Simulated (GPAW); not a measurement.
In3SbTe2:

```
Te Sb In
1.0
     4.42810    0.00000    0.00000
    -2.21405    3.83484    0.00000
     0.00000    0.00000   10.75645
Te Sb In
2 1 3
Cartesian
  2.2140 1.2783 3.5315
  0.0000 2.5566 7.2250
  0.0000 0.0000 0.0000
  2.2140 1.2783 9.0685
  0.0000 2.5566 1.6880
  0.0000 0.0000 5.3782
```

The cell comes from a database or a generator and needn't be the stable form of this composition.

Base run:

```yaml
Program: GPAW 26.7.0
Functional: LDA
Potentials_or_basis: the program's PAW data sets (release 1.2.1) made for this functional
Cutoff: 450 eV
Basis: pw
k_mesh: 6 × 6 × 2
Occupations: fermi-dirac, width 0.05 eV
Spin: no spin polarisation
```

Its results: pressure -5.7 GPa; largest force 0.128 eV/Å.

Task: The run is repeated on the same cell with these changes: cutoff from 450 eV to 600 eV; k mesh from 6 × 6 × 2 to 5 × 5 × 2. What comes out?

Result: Pressure -4.4 GPa; largest force 0.089 eV/Å.

Caveats: the cutoff is short for stress and forces, so pressures can be off by a GPa or more (some runs).

Not every run made on this cell is shown here.
